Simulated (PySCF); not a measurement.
# [AsF4]-: singlet, from a see-saw start

Where does singlet [AsF4]- go from a see-saw start, is the end point a minimum, and what are its modes, charges and moments?

The runs use PySCF 2.14.0; PBE0, basis As def2-SVPD, F def2-SVPD, no relativity, density fitting.

## Step 1: Starting geometry

5 atoms, charge -1, spin multiplicity 1.

Bond lengths: As1–F2 1.850 Å, As1–F3 1.850 Å, As1–F4 1.850 Å, As1–F5 1.850 Å. Angles: F2–As1–F3 170.0°, F2–As1–F4 86.9°, F2–As1–F5 86.9°, F3–As1–F4 86.9°, F3–As1–F5 86.9°, F4–As1–F5 104.0°.

```xyz
5
charge -1 multiplicity 1
As    0.0000    0.0000   -0.3274
F     0.0000    1.8430   -0.1662
F     0.0000   -1.8430   -0.1662
F     1.4578    0.0000    0.8116
F    -1.4578    0.0000    0.8116
```

## Step 2: See-saw start, singlet: relaxation

The steps below are one call of a driver around PySCF. For each, scf.py gives the equivalent set-up of the SCF; relaxations use the driver's own optimiser. Before each start the driver seeks the lowest SCF state from one or more starting densities and follows internal instabilities, so scf.py alone need not reach the same state.

The program finds C2v symmetry in the start, which this walk keeps. Threshold on the gradient: 0.0003 Eh/bohr, with a further test on the energy change.

Contents of scf.py:

```python
from pyscf import gto, scf, dft
mol = gto.M(atom='''
As     0.000000     0.000000    -0.327359
F      0.000000     1.843000    -0.166159
F     -0.000000    -1.843000    -0.166159
F      1.457800    -0.000000     0.811641
F     -1.457800     0.000000     0.811641''',
    basis={'As': 'def2-SVPD', 'F': 'def2-SVPD'},
    charge=-1, spin=0)
mf = dft.RKS(mol, xc='PBE0')
mf.grids.atom_grid = (50, 194)
aux = {'As': 'def2-universal-JKFIT', 'F': 'def2-universal-JKFIT'}
mf = mf.density_fit(auxbasis=aux)
mf.kernel()
```

The runs that follow: Hessian and properties.

Q: Predict the outcome of this session. Wanted: minimum; geometry; wavenumbers; dipole moment; highest occupied, lowest empty level; polar-tensor charge of As1; zero-point energy.

**Answer**, as computed:

```
                            quantity                                                                                     value
                             minimum                                                                              singlet, C2v
                            geometry      As–F 1.777 Å (×2), As–F 1.899 Å (×2); F–As–F 86.4° (×4), F–As–F 97.7°, F–As–F 169.0°
                  wavenumbers (cm⁻¹)  149 (a1), 184 (b1), 291 (a2), 305 (a1), 329 (b2), 448 (a1), 464 (b2), 606 (b1), 642 (a1)
      dipole moment (centre of mass)                                                                                    1.86 D
highest occupied, lowest empty level                                                                            -2.99, 4.20 eV
          polar-tensor charge of As1                                                                                   +2.09 e
                   zero-point energy                                                                               20.4 kJ/mol
                 entropy at 298.15 K                                                                           325.0 J/(mol K)
```

**Reading.** The see-saw start keeps its C2v symmetry and ends in a minimum. In the infrared the band at 464 cm⁻¹ (b2, stretch) leads. Only this shape and spin were tried, so other structures or states may lie lower.
